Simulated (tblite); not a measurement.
# C4H7O2S: the cost of one run

The runs use tblite 0.8.0 and PySCF 2.14.0, with density-fitted response routines of our own; the level of theory stands in each step. All values are computed, except where a source is named. Atoms are numbered from 0 throughout.

## (1) Starting geometry

14 atoms, charge 0, multiplicity 2; geometry from: force field or distance geometry start.

Bonds of the start (Å): C0–C1 1.50, C1–S2 1.79, C1–O3 1.40, O3–C4 1.40, C4–C5 1.47, C5–O6 1.24, C0–H7 1.09, C0–H8 1.10, C0–H9 1.12, C1–H10 1.10, C4–H11 1.13, C4–H12 1.10, C5–H13 1.09.

## (2) Geometry optimisation with GFN2-xTB

What the job is given:

```
{"job": {"kind": "relax", "xc": "GFN2-xTB", "basis": "xTB"}, "charge": 0, "multiplicity": 2}
C     -1.982100     0.632800     0.085400
C     -0.963000    -0.345900     0.595200
S     -1.601500    -1.028200     2.117700
O      0.251900     0.298700     0.856400
C      1.217800    -0.383900     0.108400
C      2.549900     0.214800     0.294900
O      2.620200     1.180800     1.068300
H     -2.371400     0.231200    -0.851100
H     -1.611000     1.660600     0.007800
H     -2.835800     0.658500     0.814900
H     -0.853300    -1.186600    -0.104300
H      0.897700    -0.370100    -0.978500
H      1.212000    -1.433500     0.429600
H      3.467700    -0.129500    -0.186700
```

Run with:

```console
$ OMP_NUM_THREADS=1 python probes_run.py task.json out
```

This one command runs all jobs of the session in turn.

**Question.** How long does this first job take on 1 thread of Arm Neoverse N1, shared host?

About 1.3 s.
